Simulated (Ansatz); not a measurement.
# C₂H₈ClGeNO: a ladder of functionals and wavefunction methods

The task here is to estimate one member of a computed series from the others.

Computed with Ansatz 0.2.0, Gaussian basis. Level: functionals in def2-TZVPP, the program's frozen cores in correlated methods.

Plan: PBE-D4, r2SCAN-D4, PBE0-D4, B3LYP-D4, ωB97X-V, ωB97M-V, B2PLYP; CCSD(T)/def2-TZVPP; MP2/def2-QZVPP; extrapolation to the limit.

## The relaxed structure

All runs share one geometry, relaxed beforehand with PBE0-D4 in a triple-zeta def2 set.

14 atoms, charge 0, spin multiplicity 1.

Atoms are counted from 1 here; the program's logs count them from 0.

Bond lengths: C1–O2 1.409 Å, C1–H7 1.098 Å, C1–H8 1.092 Å, C1–H9 1.096 Å, O2–Ge3 1.773 Å, Ge3–C4 1.931 Å, Ge3–N5 1.815 Å, Ge3–Cl6 2.161 Å, C4–H10 1.090 Å, C4–H11 1.091 Å, C4–H12 1.090 Å, N5–H13 1.011 Å, N5–H14 1.011 Å. Angles: O2–C1–H7 112.2°, O2–C1–H8 107.9°, O2–C1–H9 111.8°, H7–C1–H8 108.0°, H7–C1–H9 108.4°, H8–C1–H9 108.4°, C1–O2–Ge3 120.5°, O2–Ge3–C4 111.7°, O2–Ge3–N5 109.4°, O2–Ge3–Cl6 106.6°, C4–Ge3–N5 113.1°, C4–Ge3–Cl6 109.6°, N5–Ge3–Cl6 106.1°, Ge3–C4–H10 109.2°, Ge3–C4–H11 109.8°, Ge3–C4–H12 110.2°, H10–C4–H11 109.4°, H10–C4–H12 109.2° and more.

Set-up of the first run:

in.yaml reads:

```yaml
crystal:
  periodic: [false, false, false]
  atoms:
    - {symbol: C, position_ang: [0.069540, -1.648297, -1.431615]}
    - {symbol: O, position_ang: [0.713605, -1.097104, -0.306758]}
    - {symbol: Ge, position_ang: [-0.091829, 0.139674, 0.676156]}
    - {symbol: C, position_ang: [-0.488873, 1.724594, -0.353649]}
    - {symbol: N, position_ang: [0.907201, 0.481575, 2.151971]}
    - {symbol: Cl, position_ang: [-1.932235, -0.740604, 1.388359]}
    - {symbol: H, position_ang: [-0.150206, -0.892095, -2.196544]}
    - {symbol: H, position_ang: [0.739675, -2.389289, -1.872854]}
    - {symbol: H, position_ang: [-0.867183, -2.148421, -1.160081]}
    - {symbol: H, position_ang: [-1.015785, 2.439790, 0.277348]}
    - {symbol: H, position_ang: [0.438285, 2.173801, -0.712895]}
    - {symbol: H, position_ang: [-1.116590, 1.470194, -1.207387]}
    - {symbol: H, position_ang: [0.942481, -0.293475, 2.800216]}
    - {symbol: H, position_ang: [1.851905, 0.779668, 1.947724]}
basis:
  gaussian: {orbitals: def2-TZVPP}
hamiltonian: {xc: pbe, dispersion: d4}
output: {forces: true, orbitals: {seedname: orbitals}}
```

On the command line:

```
ansatz run in.yaml --threads 2 --pin off --events-out ev --progress --plain --max-ram 20480MiB --backend cuda --devices 0, --max-vram 18GiB
```

Among the steps run: PBE-D4 (GGA); r2SCAN-D4 (meta-GGA); PBE0-D4 (hybrid); B3LYP-D4 (hybrid); ωB97X-V (range-separated); ωB97M-V (range-separated); B2PLYP (double hybrid); CCSD(T) in def2-TZVPP; MP2 in def2-QZVPP.

One table of the session follows, with a row left open; its other results are not shown here.

```
            method  atomisation energy (eV)
            PBE-D4                   53.265
         r2SCAN-D4                   52.429
           PBE0-D4                   52.343
          B3LYP-D4                   52.243
           ωB97X-V                   52.612
           ωB97M-V                   52.469
            B2PLYP                   51.768
     HF/def2-TZVPP                   37.366
    MP2/def2-TZVPP                   52.013
   CCSD/def2-TZVPP                   50.411
CCSD(T)/def2-TZVPP                        ?
           MP2/CBS                   53.328
       CCSD(T)/CBS                   52.534
```

**Question.** Estimate the row for CCSD(T)/def2-TZVPP.

As computed: atomisation energy (eV): 51.219. In the column «atomisation energy (eV)» it lies between CCSD/def2-TZVPP (50.411) and B2PLYP (51.768).

Limits of these values: Free atoms (2 C, 1 O, 1 Ge, 1 N, 1 Cl, 8 H) were run apart at each level; the atomisation energy is their sum less the molecule, without zero-point or spin-orbit terms.
